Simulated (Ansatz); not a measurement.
# CH3BOS: vertical ionisation energy

An exercise on one series of results from a longer session: the logs are not shown, and one member is left open.

Method: unrestricted cation, the program's frozen cores in correlated methods; program: Ansatz 0.2.0, Gaussian basis.

The runs, in order: UKS PBE-D4/def2-TZVPP; UKS r2SCAN-D4/def2-TZVPP; UKS PBE0-D4/def2-TZVPP; UKS B3LYP-D4/def2-TZVPP; UKS wB97X-V/def2-TZVPP; UKS wB97M-V/def2-TZVPP; UKS B2PLYP/def2-TZVPP; UHF-CCSD(T)/def2-TZVPP; UHF-MP2/def2-QZVPP; extrapolation to the limit; then −ε(HOMO) from the neutral's earlier runs with LDA (SPW92), PBE-D4, revPBE-D4, BLYP-D4, r2SCAN-D4, B97M-V, PBE0-D4, B3LYP-D4, r2SCANh-D4, r2SCAN0-D4, HSE06-D4, BHLYP-D4, CAM-B3LYP-D4, LC-ωPBE, ωB97X-V, ωB97M-V.

## The relaxed structure

All runs share one geometry, relaxed beforehand with PBE0-D4 in a triple-zeta def2 set.

SMILES `OBC=S`, 7 atoms, charge 0, spin multiplicity 1.

Atoms are counted from 1 here; the program's logs count them from 0.

Bond lengths: O1–B2 1.350 Å, O1–H5 0.961 Å, B2–C3 1.568 Å, B2–H6 1.198 Å, C3–S4 1.614 Å, C3–H7 1.094 Å. Angles: B2–O1–H5 113.6°, O1–B2–C3 116.9°, O1–B2–H6 121.9°, C3–B2–H6 121.3°, B2–C3–S4 122.4°, B2–C3–H7 118.8°, S4–C3–H7 118.9°.

The first run:

in.yaml

```yaml
crystal:
  periodic: [false, false, false]
  atoms:
    - {symbol: O, position_ang: [-1.380827, 0.346849, 0.503559]}
    - {symbol: B, position_ang: [-0.152085, 0.450125, -0.047117]}
    - {symbol: C, position_ang: [0.711087, -0.858135, -0.104497]}
    - {symbol: S, position_ang: [2.195486, -0.886120, -0.736343]}
    - {symbol: H, position_ang: [-1.867958, 1.174795, 0.514149]}
    - {symbol: H, position_ang: [0.264427, 1.489232, -0.473555]}
    - {symbol: H, position_ang: [0.291069, -1.784747, 0.298105]}
basis:
  gaussian: {orbitals: def2-TZVPP}
total_charge: 1
magnetization: {spin_polarized: true, initial_magnetization: 1}
hamiltonian: {xc: pbe, dispersion: d4}
```

Launch:

```sh
$ ansatz run in.yaml --threads 2 --pin off --events-out ev --progress --plain --max-ram 4352MiB
```

Among the steps run: Cation, UKS PBE-D4/def2-TZVPP; Cation, UKS r2SCAN-D4/def2-TZVPP; Cation, UKS PBE0-D4/def2-TZVPP; Cation, UKS B3LYP-D4/def2-TZVPP; Cation, UKS wB97X-V/def2-TZVPP; Cation, UKS wB97M-V/def2-TZVPP; Cation, UKS B2PLYP (frozen core)/def2-TZVPP; Cation, UHF-CCSD(T)/def2-TZVPP; Cation, UHF-MP2/def2-QZVPP.

One of the session's tables, all rows but one given; the rest of the session is left out.

It belongs to the step «Ionisation energies side by side». Orbital estimates, from the neutral's runs:

```
  functional  −ε(HOMO) (eV)
 LDA (SPW92)           5.30
      PBE-D4           5.19
   revPBE-D4           5.14
     BLYP-D4              ?
   r2SCAN-D4           5.41
      B97M-V           5.50
     PBE0-D4           6.45
    B3LYP-D4           6.22
  r2SCANh-D4           5.88
  r2SCAN0-D4           6.59
    HSE06-D4           6.05
    BHLYP-D4           7.58
CAM-B3LYP-D4           7.80
     LC-ωPBE           9.20
     ωB97X-V           8.83
     ωB97M-V           8.66
```

**Question.** Estimate the row for BLYP-D4.

Worked estimate for «−ε(HOMO) (eV)». Against the share of exact exchange, B3LYP-D4 (0.2, 6.22), BHLYP-D4 (0.5, 7.58) give a slope of 4.53 per unit share; at 0 the line stands at 5.31.

**Answer.** −ε(HOMO) (eV): 5.04. In «−ε(HOMO) (eV)» the line misses by +0.27.
